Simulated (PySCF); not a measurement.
# C9H12O2 (1-ethoxy-2-methoxybenzene): the cost of one run

Computed with PySCF 2.14.0, with density-fitted response routines of our own, on a single molecule, in the gas phase or a continuum. Atoms count from 0, in the outputs and in this text.

### Step 1. The starting structure

23 atoms, charge 0, multiplicity 1; geometry from: GFN2-xTB. The atoms were then displaced at random by about 0.01 Å, so the start is not that level's minimum.

Bonds of the start (Å): C0–C1 1.54, C1–O2 1.43, O2–C3 1.32, C3–C4 1.39, C4–C5 1.38, C5–C6 1.36, C6–C7 1.40, C7–C8 1.37, C8–O9 1.36, O9–C10 1.41, C8–C3 1.44, C0–H11 1.07, C0–H12 1.03, C0–H13 1.10, C1–H14 1.10, C1–H15 1.11, C4–H16 1.08, C5–H17 1.08, C6–H18 1.09, C7–H19 1.11, C10–H20 1.09, C10–H21 1.08, C10–H22 1.11.

### Step 2. Optimising the geometry at PBE0-D3(BJ)/def2-SVP

Job settings and geometry (Å):

```
{"job": {"xc": "PBE0", "basis": "def2-SVP", "d3": "d3bj", "grid": 1, "shake": 0.01, "kind": "geom"}, "charge": 0, "multiplicity": 1}
C      3.270460    -0.217540    -0.281520
C      2.431970     0.391660     0.863160
O      1.133250     0.822700     0.461060
C      0.187130    -0.083350     0.301720
C      0.243260    -1.454420     0.521900
C     -0.863530    -2.266130     0.358050
C     -2.054320    -1.739220    -0.039250
C     -2.158480    -0.368050    -0.285510
C     -1.083250     0.464340    -0.096920
O     -1.083720     1.803970    -0.316900
C     -2.282120     2.413950    -0.739530
H      2.779690    -1.083210    -0.677590
H      4.218090    -0.438870     0.054380
H      3.316460     0.541470    -1.079010
H      2.366480    -0.325410     1.699090
H      2.923930     1.319720     1.237040
H      1.178160    -1.879020     0.849390
H     -0.773010    -3.324750     0.549120
H     -2.930140    -2.378430    -0.167710
H     -3.149170     0.035060    -0.589720
H     -3.090030     2.299060    -0.019150
H     -2.030590     3.454580    -0.863570
H     -2.602870     2.035420    -1.735690
```

The run is started by

```sh
OMP_NUM_THREADS=1 python probes_run.py task.json out
```

The driver reads the jobs from task.json and runs them one after another.

Q: Estimate the wall time and peak memory of this first job on 1 thread of Arm Neoverse N1, shared host.

About 5.8 min, with a peak of 0.98 GiB.
